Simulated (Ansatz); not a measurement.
# FHOSn: how energies converge with the basis set

An exercise on one series of results from a longer session: the logs are not shown, and one member is left open.

Computed with Ansatz 0.2.0, Gaussian basis. Level: one geometry, several basis sets.

Levels to be run: PBE0-D4/def2-SVP; ωB97M-V/def2-SVP; PBE0-D4/def2-QZVPP; ωB97M-V/def2-QZVPP; the functionals' def2-TZVPP values are taken from earlier runs.

## The relaxed structure

An earlier PBE0-D4 in a triple-zeta def2 set relaxation fixed the geometry. Sn takes the def2 core potential; no spin-orbit term is included.

4 atoms, charge 0, spin multiplicity 1.

Atoms are counted from 1 here; the program's logs count them from 0.

Bond lengths: O1–Sn2 1.969 Å, O1–H4 0.961 Å, Sn2–F3 1.934 Å. Angles: Sn2–O1–H4 116.2°, O1–Sn2–F3 93.3°.

The first run:

in.yaml reads:

```yaml
crystal:
  periodic: [false, false, false]
  atoms:
    - {symbol: O, position_ang: [-0.384643, 0.729550, -0.429696]}
    - {symbol: Sn, position_ang: [-0.047055, -1.058613, 0.323495]}
    - {symbol: F, position_ang: [1.729281, -0.591525, 0.929247]}
    - {symbol: H, position_ang: [-1.242083, 0.860290, -0.843247]}
basis:
  gaussian: {orbitals: def2-SVP}
hamiltonian: {xc: pbe0, dispersion: d4}
output: {orbitals: {seedname: orbitals}}
```

Launch:

```bash
$ ansatz run in.yaml --threads 4 --pin off --events-out ev --progress --plain --max-ram 10444MiB
```

Steps of the session up to this table: PBE0-D4 in def2-SVP; ωB97M-V in def2-SVP; PBE0-D4 in def2-QZVPP; ωB97M-V in def2-QZVPP.

One table of the session follows, with a row left open; its other results are not shown here.

It belongs to the step «Functionals by basis». 

| functional | basis | HOMO (eV) | LUMO (eV) |
| --- | --- | --- | --- |
| PBE0-D4 | def2-SVP | -7.62 | -2.14 |
| PBE0-D4 | def2-TZVPP | -7.85 | -2.32 |
| PBE0-D4 | def2-QZVPP | -7.91 | -2.38 |
| ωB97M-V | def2-SVP | -9.76 | -0.28 |
| ωB97M-V | def2-TZVPP | -10.03 | -0.57 |
| ωB97M-V | def2-QZVPP | ? | ? |

Q: Estimate the row for ωB97M-V, def2-QZVPP from the others.

**Answer.** HOMO (eV): -10.10; LUMO (eV): -0.66. In the column «HOMO (eV)» it is the lowest.
